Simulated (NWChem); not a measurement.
# the pair AgBr···SiH3OF: a chain of runs

Aim: the energy (singlet AgSiH3BrOF, B3LYP/3-21G), then a single-point energy (singlet AgBr, B3LYP/3-21G), then the energy (singlet SiH3OF, B3LYP/3-21G), then the energy (singlet AgBr, B3LYP/3-21G), then a single-point energy (singlet SiH3OF, B3LYP/3-21G) of AgBrFH3OSi and its partners. 

Program for the calculation: NWChem 7.3.0.

## (1) The molecule

AgSiH3BrOF has 8 atoms, charge 0, and is taken as a singlet. The two molecules were placed rigidly side by side, at 0.8 times their contact distance; the pair isn't optimised.

Bond lengths: Br1–Ag2 2.409 Å, O3–Si4 1.630 Å, Si4–F5 1.596 Å, O3–H6 0.958 Å, Si4–H7 1.474 Å, Si4–H8 1.482 Å. Angles: O3–Si4–F5 111.0°, O3–Si4–H7 106.4°, O3–Si4–H8 111.7°, F5–Si4–H7 108.2°, F5–Si4–H8 106.0°, Si4–O3–H6 119.1°, H7–Si4–H8 113.7°.

## (2) A single-point energy at B3LYP/3-21G (run 1)

Contents of agbrfh3osi.nw:

```
start agbrfh3osi
memory total 2200 mb

geometry units angstrom noautosym nocenter noautoz
  Br    1.025250   -0.363300    0.517050
  Ag   -1.025250    0.363300   -0.517050
  O     4.070570   -1.312490    2.920700
  Si    2.465500   -1.383880    3.193200
  F     2.157810   -2.002520    4.632040
  H     4.552700   -2.124760    2.761030
  H     1.979360    0.007720    3.176450
  H     1.783840   -2.265090    2.216370
end

basis "ao basis" spherical bse
  * library 3-21G
end

dft
  xc b3lyp
  mult 1
  grid fine
  convergence energy 1e-08
  maxiter 100
  mulliken
  print low
end

task dft energy
```

Started as:

```sh
$ nwchem agbrfh3osi.nw > agbrfh3osi.out
```

The log of the run:

```text
[...]
 d= 0,ls=0.0,diis     1  -8201.6154814449 -9.00D+03  1.79D-02  1.42D+00     2.2
[...]
 d= 0,ls=0.0,diis    10  -8201.7475566142 -2.91D-09  4.69D-07  1.23D-09    13.8
         Total DFT energy =    -8201.747556614191
      One electron energy =   -12965.956124139911
           Coulomb energy =     4245.633570364495
    Exchange-Corr. energy =     -278.722315191274
 Nuclear repulsion energy =      797.297312352496
[...]
      Total Density - Mulliken Population Analysis
     ---------------------------------------------
    Atom       Charge   Shell Charges
 -----------   ------   -------------------------------------------------------
    1 Br  35    35.28   2.00  2.00  5.99  2.00  5.96  0.84  2.36  1.15  3.00 10.00
    2 Ag  47    46.68   2.00  2.00  6.00  2.00  6.00  2.00  5.93  0.44  0.27  0.06  0.06  9.87  6.42  3.63
    3 O    8     8.71   1.98  0.42  2.17  1.46  2.68
    4 Si  14    12.93   2.00  1.97  5.85  0.77  1.48  0.32  0.55
    5 F    9     9.39   1.98  0.44  2.50  1.53  2.93
    6 H    1     0.62   0.43  0.19
    7 H    1     1.18   0.45  0.74
    8 H    1     1.20   0.45  0.75
[...]
```

It took 15 s on 1 thread of Intel Xeon 6975P-C (Granite Rapids), shared host; peak memory 0.12 GiB.

## (3) AgBr: a single-point energy at B3LYP/3-21G (run 2)

Contents of agbr.nw:

```
start agbr
title "AgBr B3LYP"
memory total 2200 mb
charge 0

geometry units atomic noautosym nocenter noautoz
Br   1.93744171  -0.68653750   0.97708289
Ag  -1.93744171   0.68653750  -0.97708289
end

basis spherical bse
* library 3-21G
end

dft
xc b3lyp
grid fine
convergence energy 1e-08
iterations 100
mulliken
print low
end

task dft
```

Started as:

```sh
$ nwchem agbr.nw > agbr.out
```

The log of the run:

```text
[...]
 d= 0,ls=0.0,diis     1  -7737.7540266520 -8.10D+03  1.52D-02  7.16D-01     1.0
[...]
 d= 0,ls=0.0,diis     8  -7737.8059146111  3.57D-10  2.35D-06  1.05D-08     4.6
         Total DFT energy =    -7737.805914611102
      One electron energy =   -11452.142327420355
           Coulomb energy =     3590.489236963340
    Exchange-Corr. energy =     -237.548864363837
 Nuclear repulsion energy =      361.396040209751
[...]
      Total Density - Mulliken Population Analysis
     ---------------------------------------------
    Atom       Charge   Shell Charges
 -----------   ------   -------------------------------------------------------
    1 Br  35    35.29   2.00  2.00  5.99  2.00  5.96  0.84  2.35  1.15  3.01 10.00
    2 Ag  47    46.71   2.00  2.00  6.00  2.00  6.00  2.00  5.93  0.46  0.27  0.05  0.08  9.87  6.42  3.64
[...]
```

Wall time 5.4 s (1 thread of Intel Xeon 6975P-C (Granite Rapids), shared host); peak memory 0.11 GiB.

## (4) SiH3OF: a single-point energy at B3LYP/3-21G (run 3)

Contents of mymol.nw:

```
start mymol
memory 2200 mb
geometry units atomic noautosym nocenter noautoz
O      7.69226247    -2.48024664     5.51932309
Si     4.65911976    -2.61515419     6.03427346
F      4.07766993    -3.78421436     8.75328700
H      8.60335613    -4.01521448     5.21759052
H      3.74044830     0.01458869     6.00262055
H      3.37096905    -4.28039975     4.18833229
end
basis spherical bse
* library 3-21G
end
dft
xc b3lyp
grid fine
convergence energy 1e-08
maxiter 100
mulliken
print low
end
task dft energy
```

Started as:

```sh
$ nwchem mymol.nw > mymol.out
```

The log of the run:

```text
[...]
 d= 0,ls=0.0,diis     1   -463.8606020983 -5.83D+02  3.93D-02  7.13D-01     0.4
[...]
 d= 0,ls=0.0,diis     8   -463.9441126428  1.95D-10  3.63D-06  4.99D-08     2.0
         Total DFT energy =     -463.944112642753
      One electron energy =     -880.872397114894
           Coulomb energy =      338.556321430997
    Exchange-Corr. energy =      -41.156572678497
 Nuclear repulsion energy =      119.528535719641
[...]
      Total Density - Mulliken Population Analysis
     ---------------------------------------------
    Atom       Charge   Shell Charges
 -----------   ------   -------------------------------------------------------
    1 O    8     8.72   1.98  0.42  2.17  1.46  2.69
    2 Si  14    12.89   2.00  1.97  5.85  0.76  1.49  0.33  0.50
    3 F    9     9.39   1.98  0.44  2.50  1.53  2.93
    4 H    1     0.61   0.43  0.18
    5 H    1     1.18   0.45  0.74
    6 H    1     1.21   0.45  0.76
[...]
```

It took 2.6 s on 1 thread of Intel Xeon 6975P-C (Granite Rapids), shared host; peak memory 0.11 GiB.

## (5) AgBr among ghost functions: the energy at B3LYP/3-21G (with ghost functions) (run 4)

Contents of struct.nw:

```
echo
start struct
memory total 2200 mb
charge 0
geometry units angstrom noautosym nocenter noautoz
   Br    1.025250   -0.363300    0.517050
   Ag   -1.025250    0.363300   -0.517050
   bqO      4.070570    -1.312490     2.920700
   bqSi     2.465500    -1.383880     3.193200
   bqF      2.157810    -2.002520     4.632040
   bqH      4.552700    -2.124760     2.761030
   bqH      1.979360     0.007720     3.176450
   bqH      1.783840    -2.265090     2.216370
end
basis spherical bse
   Br library 3-21G
   Ag library 3-21G
   bqO library O 3-21G
   bqSi library Si 3-21G
   bqF library F 3-21G
   bqH library H 3-21G
end
dft
   xc b3lyp
   grid fine
   convergence energy 1e-08
   maxiter 100
   mulliken
   print low
end
task dft energy
```

Started as:

```sh
$ nwchem struct.nw > struct.out
```

The log of the run:

```text
[...]
 d= 0,ls=0.0,diis     1  -7737.7577122603 -8.10D+03  9.33D-03  7.17D-01     1.8
[...]
 d= 0,ls=0.0,diis     8  -7737.8099815151  2.64D-10  1.46D-06  1.10D-08    12.3
         Total DFT energy =    -7737.809981515084
      One electron energy =   -11451.834186839027
           Coulomb energy =     3590.169146264790
    Exchange-Corr. energy =     -237.541007028465
 Nuclear repulsion energy =      361.396066087618
[...]
      Total Density - Mulliken Population Analysis
     ---------------------------------------------
    Atom       Charge   Shell Charges
 -----------   ------   -------------------------------------------------------
    1 Br  35    35.25   2.00  2.00  5.99  2.00  5.96  0.84  2.36  1.15  2.97 10.00
    2 Ag  47    46.71   2.00  2.00  6.00  2.00  6.00  2.00  5.93  0.46  0.28  0.06  0.07  9.87  6.42  3.63
    3 X    0    -0.00   0.00  0.00 -0.00 -0.00 -0.00
    4 X    0     0.03  -0.00 -0.00  0.00 -0.00 -0.00  0.01  0.02
    5 X    0    -0.00   0.00  0.00  0.00 -0.00 -0.00
    6 X    0    -0.00  -0.00 -0.00
    7 X    0     0.00  -0.00  0.00
    8 X    0     0.00  -0.00  0.01
[...]
```

Wall time 13 s (1 thread of Intel Xeon 6975P-C (Granite Rapids), shared host); peak memory 0.12 GiB.

## (6) SiH3OF among ghost functions: a single-point energy at B3LYP/3-21G (with ghost functions) (run 5)

Contents of m1.nw:

```
START m1
TITLE "FH3OSi energy"
memory 2200 mb
charge 0

GEOMETRY noautosym nocenter noautoz
  O      4.070570    -1.312490     2.920700
  Si     2.465500    -1.383880     3.193200
  F      2.157810    -2.002520     4.632040
  H      4.552700    -2.124760     2.761030
  H      1.979360     0.007720     3.176450
  H      1.783840    -2.265090     2.216370
  bqBr     1.025250    -0.363300     0.517050
  bqAg    -1.025250     0.363300    -0.517050
END

BASIS spherical bse
  O library 3-21G
  Si library 3-21G
  F library 3-21G
  H library 3-21G
  bqBr library Br 3-21G
  bqAg library Ag 3-21G
END

DFT
  xc b3lyp
  mult 1
  grid fine
  convergence energy 1e-08
  maxiter 100
  mulliken
  noprint "final vectors analysis"
END

TASK dft energy
```

Started as:

```sh
$ nwchem m1.nw > m1.out
```

The log of the run:

```text
[...]
          Wavefunction type:  closed shell.
          No. of atoms     :     8
          No. of electrons :    34
[...]
          Charge           :     0
          Spin multiplicity:     1
[...]
          AO basis - number of functions:    95
[...]
              XC Information
              --------------
                         B3LYP Method XC Potential
                     Hartree-Fock (Exact) Exchange  0.200
                        Slater Exchange Functional  0.800 local
                    Becke 1988 Exchange Functional  0.720 non-local
              Lee-Yang-Parr Correlation Functional  0.810
                  VWN I RPA Correlation Functional  0.190 local
[...]
 d= 0,ls=0.0,diis     1   -463.8654164291 -5.83D+02  1.57D-02  7.09D-01     1.8
[...]
 d= 0,ls=0.0,diis     8   -463.9487275685  3.25D-10  1.48D-06  5.29D-08    10.6
         Total DFT energy =     -463.948727568526
      One electron energy =     -880.809921485573
           Coulomb energy =      338.481312046696
    Exchange-Corr. energy =      -41.148662509251
 Nuclear repulsion energy =      119.528544379602
[...]
      Total Density - Mulliken Population Analysis
     ---------------------------------------------
    Atom       Charge   Shell Charges
 -----------   ------   -------------------------------------------------------
    1 O    8     8.71   1.98  0.42  2.17  1.46  2.68
    2 Si  14    12.89   2.00  1.97  5.85  0.76  1.49  0.31  0.51
    3 F    9     9.38   1.98  0.44  2.50  1.53  2.92
    4 H    1     0.61   0.43  0.18
    5 H    1     1.19   0.45  0.74
    6 H    1     1.21   0.45  0.76
    7 X    0     0.01  -0.00 -0.00 -0.00 -0.00 -0.00 -0.00 -0.00  0.00  0.00 -0.00
    8 X    0     0.00  -0.00  0.00 -0.00 -0.00 -0.00  0.00 -0.00 -0.00 -0.00  0.00  0.00 -0.00 -0.00 -0.00
[...]
```

Wall time 11 s (1 thread of Intel Xeon 6975P-C (Granite Rapids), shared host); peak memory 0.12 GiB.

## (7) Summary of results

| quantity | value |
| --- | --- |
| run 1, B3LYP/3-21G: total energy | -8201.74756 Eh |
| AgBr: total energy | -7737.80591 Eh |
| SiH3OF: total energy | -463.94411 Eh |
| AgBr among ghost functions: total energy | -7737.80998 Eh |
| SiH3OF among ghost functions: total energy | -463.94873 Eh |
| SiH3OF among ghost functions: dipole moment | 1.89 D |
| interaction energy of the rigid parts AgBr and SiH3OF (parts in their own basis; closest atoms 2.66 Å apart) | 0.067 eV |
| interaction energy of the rigid parts AgBr and SiH3OF (parts in the whole basis, counterpoise; closest atoms 2.66 Å apart) | 0.303 eV |

In words: The interaction energy of the rigid parts AgBr and SiH3OF (parts in their own basis; closest atoms 2.66 Å apart) is 0.07 eV (1.6 kcal/mol): the parts repel at this shape. Without counterpoise this holds the superposition error of the basis. The interaction energy of the rigid parts AgBr and SiH3OF (parts in the whole basis, counterpoise; closest atoms 2.66 Å apart) is 0.30 eV (7.0 kcal/mol): the parts repel at this shape. The basis-set superposition error is 22.8 kJ/mol. Mulliken charges (run 1, B3LYP/3-21G) run from -0.71 on O3 to +1.07 on Si4; they depend strongly on the basis. Relativity is left out (run 1, B3LYP/3-21G) although the molecule holds a heavy atom. Relativity is left out (AgBr) although the molecule holds a heavy atom.
